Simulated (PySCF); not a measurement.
# KSi⁻ (triplet) at other levels of theory

Aim: see what other levels and later steps give for KSi⁻ (triplet).

Method: each script names its method and basis; program: PySCF 2.14.0.

8 further runs of the same task are left out: 8 that didn't finish.

### 1 The system as given

KSi⁻ (triplet): 2 atoms, charge -1, spin multiplicity 3.

Bond lengths: K1–Si2 3.160 Å.

### 2 The base run

Input file input.py:

```python
from pyscf import gto, scf

mol = gto.M(
    atom='K 0 0 0; Si 0 0 3.16',
    basis='sbkjc',
    ecp={'K': 'sbkjc', 'Si': 'sbkjc'},
    charge=-1,
    spin=2,
    symmetry=True,
    verbose=3,
)
mf = scf.UHF(mol)
mf = mf.density_fit(auxbasis='def2-universal-jkfit')
mf.kernel()
mf.dip_moment()
print('orbital energies (hartree):', [e[max(0, n-3):n+3].round(4) for e, n in zip(mf.mo_energy, mol.nelec)])
```

Run with:

```bash
$ OMP_NUM_THREADS=1 python input.py
```

### 3 CCSD(T)

Run 1 changes step after the SCF: none → ccsd(t).

input.py, as its differences from that of step 2:

```diff
@@ -1,2 +1,2 @@
-from pyscf import gto, scf
+from pyscf import gto, scf, cc
 
@@ -14,2 +14,5 @@
 mf.kernel()
+mycc = cc.CCSD(mf)
+mycc.kernel()
+mycc.ccsd_t()
 mf.dip_moment()
```

### 4 Gradient

Run 2 changes step after the SCF: none → gradient.

input.py, as its differences from that of step 2:

```diff
@@ -14,2 +14,3 @@
 mf.kernel()
+mf.nuc_grad_method().kernel()
 mf.dip_moment()
```

### 5 MP2

Run 3 changes step after the SCF: none → mp2.

input.py, as its differences from that of step 2:

```diff
@@ -1,2 +1,2 @@
-from pyscf import gto, scf
+from pyscf import gto, scf, mp
 
@@ -14,2 +14,3 @@
 mf.kernel()
+mp.MP2(mf).kernel()
 mf.dip_moment()
```

What does the calculation give? Wanted: for each run, E(SCF); from base; after the SCF.

**Answer**, as computed:

| run | E(SCF) (hartree) | from base (eV) | after the SCF |
| --- | --- | --- | --- |
| base | -3.811297 | 0 | n/a |
| CCSD(T) | -3.811297 | 0.0000 | CCSD(T) correlation -2.039 eV |
| gradient | -3.811297 | 0.0000 | n/a |
| MP2 | -3.811297 | 0.0000 | MP2 correlation -0.983 eV |

On the same reference and core, CCSD(T) gains 2.04 eV in 4 s; MP2 reaches 48 % of that in 0.76 s. The dearest run is “CCSD(T)”, at 4 s against 0.69 s.
